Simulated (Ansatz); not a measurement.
SnCl, space group P6_3mc, a breakdown of dispersion, smearing and cutoff terms

With Ansatz's Python interface.

The cells in order, each with its output:

```python
import ansatz as az
```

```python
SETTINGS = {
    'kspacing': 0.38,
    'width_ev': 0.05,
    'scf_tol': 1e-05,
}
```

```python
crystal = (
    az.Lattice.of([3.497546, 0.0, 0.0], [-1.748773, 3.028963, 0.0], [0.0, 0.0, 10.062209])
    .atom('Sn', [1 / 3, 2 / 3, 0.32051])
    .atom('Sn', [2 / 3, 1 / 3, 0.82051])
    .atom('Cl', [1 / 3, 2 / 3, 0.054491])
    .atom('Cl', [2 / 3, 1 / 3, 0.554491])
)
```

```python
setup = (
    crystal.calculation()
    .kpoints(spacing=SETTINGS['kspacing'])
    .occupations(az.OccupationsMethod.COLD, width=SETTINGS['width_ev'])
    .scf(tolerance=SETTINGS['scf_tol'])
)
with_term = setup.functional('rpbe', dispersion='d3bjatm').basis(340).cutoff_correction(490).run(threads=1).report
without = setup.functional('rpbe').basis(340).run(threads=1).report
finer = setup.functional('rpbe').basis(490).run(threads=1).report
removed = az.free_energy_without(with_term, az.EnergyTerm.DISPERSION)
print(f'dispersion term            {with_term["components"]["e_disp"]:.5f} eV')
print(f'F less dispersion          {removed:.5f} eV, run without it {without["free_energy_ev"]:.5f} eV')
print(f'F less smearing term       {az.free_energy_without(without, az.EnergyTerm.SMEARING):.5f} eV')
print(f'estimated gain to 490 eV   {with_term["cutoff_correction"]["energy_ev"]:.5f} eV, found {finer["free_energy_ev"] - without["free_energy_ev"]:.5f} eV')
```

    DeckWarning: basis.ecutwfc = 340 eV is below the records' recommended 420 eV, and the density's cutoff is lower with it unless basis.ecutrho_ratio is high enough to keep the records' density cutoff: compare with a run at a higher cutoff
    RunWarning: dispersion: an atom stands within reach of a switch of its C6 between two reference coordination numbers of its element: through that C6 alone, e_disp changes by 0.025 eV or more while the distances to its neighbours run over a stretch of 0.05 Å [...]
    dispersion term            -4.25504 eV
    F less dispersion          -14233.96162 eV, run without it -14233.96162 eV
    F less smearing term       -14233.95985 eV
    estimated gain to 490 eV   -0.01266 eV, found -0.01281 eV

Notes:
- These settings explore the input space; cutoff and mesh may be short of convergence.
- The cutoff lies under the one recommended for these potentials in some of the runs.
- Dispersion corrections can be off by several per cent in the lattices of metals, and by several GPa in the pressure at a fixed cell.
- The mesh is modest for a metal, so energies can be off by several to tens of meV an atom and pressures by half a GPa or more; differences at equal mesh fare better.
- This cell is a computed structure, which may not be the phase found in nature.
- Warnings are shown shortened and without file and line.
- Timing: 6 s on 1 thread of Arm Neoverse V2, on a shared host, peak memory 0.39 GiB.
